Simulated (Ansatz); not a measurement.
# CuF: the cost of one run

Method: DFT PBE, scalar-relativistic, plane waves, PAW, in Ansatz 0.2.0.

### 1 The structure to begin with

Symmetry: P6_3mc, No. 186, hexagonal system. Conventional cell: a = 3.078 Å, b = 3.078 Å, c = 4.929 Å, α = 90.00°, β = 90.00°, γ = 120.00°. Around Cu (site symmetry 3m) lie 4 F at 1.87 to 1.88 Å. Around F (site symmetry 3m) lie 4 Cu at 1.87 to 1.88 Å.

Structure file:

```xyz
4
Lattice="3.0778 0.0000 0.0000 -1.5389 2.6655 0.0000 0.0000 0.0000 4.9290" Properties=species:S:1:pos:R:3 pbc="T T T"
Cu    0.0000    1.7770    0.0000
Cu    1.5389    0.8885    2.4645
F     0.0000    1.7770    1.8834
F     1.5389    0.8885    4.3479
```

This is candidate A: wurtzite type (P6_3mc, No. 186).

(A quick probe on a coarse mesh, which set the mesh and smearing, is not shown.)

### 3 A loose first relaxation (candidate A)

Input file input.yaml:

```yaml
crystal:
  lattice:
    - [3.0778297464, 0.0, 0.0]
    - [-1.5389148732, 2.6654787489, 0.0]
    - [0.0, 0.0, 4.9290381992]
  atoms:
    - { symbol: Cu, position: [0.3333333333, 0.6666666667, 0.0] }
    - { symbol: Cu, position: [0.6666666667, 0.3333333333, 0.5] }
    - { symbol: F, position: [0.3333333333, 0.6666666667, 0.3821] }
    - { symbol: F, position: [0.6666666667, 0.3333333333, 0.8821] }
basis:
  ecutwfc: 420
kpoints:
  mp_grid: { grid: [6, 6, 4] }
hamiltonian:
  xc: pbe
scf:
  occupations: { method: gaussian, width: 0.1 }
  lower_state_search: "off"
output:
  forces: true
  stress: true
  eigenvalues: true
relax:
  adjacent_minimum: "off"
  f_tol: 0.04
  max_steps: 70
  cell: { stress_tol: 0.4 }
```

Run with:

```console
$ ansatz run input.yaml --threads 1 --pin off --max-ram 2560MiB --backend cpu --events-out ev --progress --plain --runs-dir out
```

**Question.** How long does this run take on 1 thread of Arm Neoverse V2, shared host, and how much memory does it need?

About 69 s, with a peak of 0.3 GiB.
